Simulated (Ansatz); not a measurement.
# Cu16Cl (Copper): the cost of one run

Program: Ansatz 0.2.0. Level of theory: DFT PBE, scalar-relativistic, plane waves, PAW. These are calculated values, not measurements.

2 further runs of the same task are left out: 2 set aside as unsound or not needed.

### 1 The starting structure

The structure is trigonal, space group P3m1 (No. 156). Conventional cell: a = 2.567 Å, b = 2.567 Å, c = 23.287 Å, α = 90.00°, β = 90.00°, γ = 120.00°. Around Cu (site symmetry 3m) lie 9 Cu at 2.57 Å. Cu (site symmetry 3m) is surrounded by 12 Cu at 2.54 to 2.57 Å. Cu (site symmetry 3m) has 9 Cu at 2.54 to 2.57 Å in its first shell of neighbours.

Coordinates:

```cif
data_structure
_symmetry_space_group_name_H-M 'P 1'
_symmetry_Int_Tables_number 1
_cell_length_a 5.1332
_cell_length_b 5.1332
_cell_length_c 23.2869
_cell_angle_alpha 90.000
_cell_angle_beta 90.000
_cell_angle_gamma 120.000
_cell_volume 531.40
loop_
_atom_site_label
_atom_site_type_symbol
_atom_site_fract_x
_atom_site_fract_y
_atom_site_fract_z
_atom_site_occupancy
Cu1 Cu 0.33333 0.16667 0.36501 1
Cu2 Cu 0.33333 0.66667 0.36501 1
Cu3 Cu 0.83333 0.16667 0.36501 1
Cu4 Cu 0.83333 0.66667 0.36501 1
Cu5 Cu 0.66667 0.33333 0.45500 1
Cu6 Cu 0.66667 0.83333 0.45500 1
Cu7 Cu 0.16667 0.33333 0.45500 1
Cu8 Cu 0.16667 0.83333 0.45500 1
Cu9 Cu 0.00000 0.50000 0.54368 1
Cu10 Cu 0.00000 0.00000 0.54368 1
Cu11 Cu 0.50000 0.50000 0.54368 1
Cu12 Cu 0.50000 0.00000 0.54368 1
Cu13 Cu 0.33333 0.66667 0.63241 1
Cu14 Cu 0.33333 0.16667 0.63241 1
Cu15 Cu 0.83333 0.66667 0.63241 1
Cu16 Cu 0.83333 0.16667 0.63241 1
```

Miller indices refer to the conventional cell of the relaxed bulk, Fm-3m (No. 225): a = 3.630 Å, b = 3.630 Å, c = 3.630 Å, α = 90.00°, β = 90.00°, γ = 90.00°.

It is a (111) slab, 6.3 Å thick as cut, with 17 Å of vacuum, in a 2×2 surface cell; its outer planes are Cu (top) and Cu (bottom). An earlier relaxation, lower half held, gave -105999.0263 eV, work function 4.80 eV.

### 2 Cl at the top (Cu) site

input.yaml reads:

```yaml
crystal:
  lattice:
    - [5.1332392107, 0.0, 0.0]
    - [-2.5666196053, 4.4455155601, 0.0]
    - [0.0, 0.0, 25.2869083969]
  atoms:
    - { symbol: Cu, position: [0.3333333333, 0.1666666667, 0.3361423178] }
    - { symbol: Cu, position: [0.3333333333, 0.6666666667, 0.3361423178] }
    - { symbol: Cu, position: [0.8333333333, 0.1666666667, 0.3361423178] }
    - { symbol: Cu, position: [0.8333333333, 0.6666666667, 0.3361423178] }
    - { symbol: Cu, position: [0.6666666667, 0.3333333333, 0.4190166693] }
    - { symbol: Cu, position: [0.6666666667, 0.8333333333, 0.4190166693] }
    - { symbol: Cu, position: [0.1666666667, 0.3333333333, 0.4190166693] }
    - { symbol: Cu, position: [0.1666666667, 0.8333333333, 0.4190166693] }
    - { symbol: Cu, position: [0.0, 0.5, 0.5006798491] }
    - { symbol: Cu, position: [0.0, 0.0, 0.5006798491] }
    - { symbol: Cu, position: [0.5, 0.5, 0.5006798491] }
    - { symbol: Cu, position: [0.5, 0.0, 0.5006798491] }
    - { symbol: Cu, position: [0.3333333333, 0.6666666667, 0.5823943372] }
    - { symbol: Cu, position: [0.3333333333, 0.1666666667, 0.5823943372] }
    - { symbol: Cu, position: [0.8333333333, 0.6666666667, 0.5823943372] }
    - { symbol: Cu, position: [0.8333333333, 0.1666666667, 0.5823943372] }
    - { symbol: Cl, position: [0.3333333333, 0.6666666667, 0.67493234] }
basis:
  ecutwfc: 420
kpoints:
  mp_grid: { grid: [6, 6, 1] }
hamiltonian:
  xc: pbe
scf:
  occupations: { method: gaussian, width: 0.1 }
output:
  forces: true
  eigenvalues: true
  write_density: true
  write_potential: true
  elf: true
  volumetric_format: npy
relax:
  adjacent_minimum: "off"
  f_tol: 0.03
  max_steps: 70
  constraints: [{ sites: [0, 1, 2, 3, 4, 5, 6, 7] }]
efield:
  axis: 3
  dipole_correction: true
```

Command:

```bash
ansatz run input.yaml --threads 4 --pin off --max-ram 10240MiB --backend cpu --events-out ev --progress --plain --runs-dir out
```

**Question.** How long does this run take on 4 threads of AMD EPYC (Zen 3), shared host, and how much memory does it need?

About 4.2 min, with a peak of 2.4 GiB.
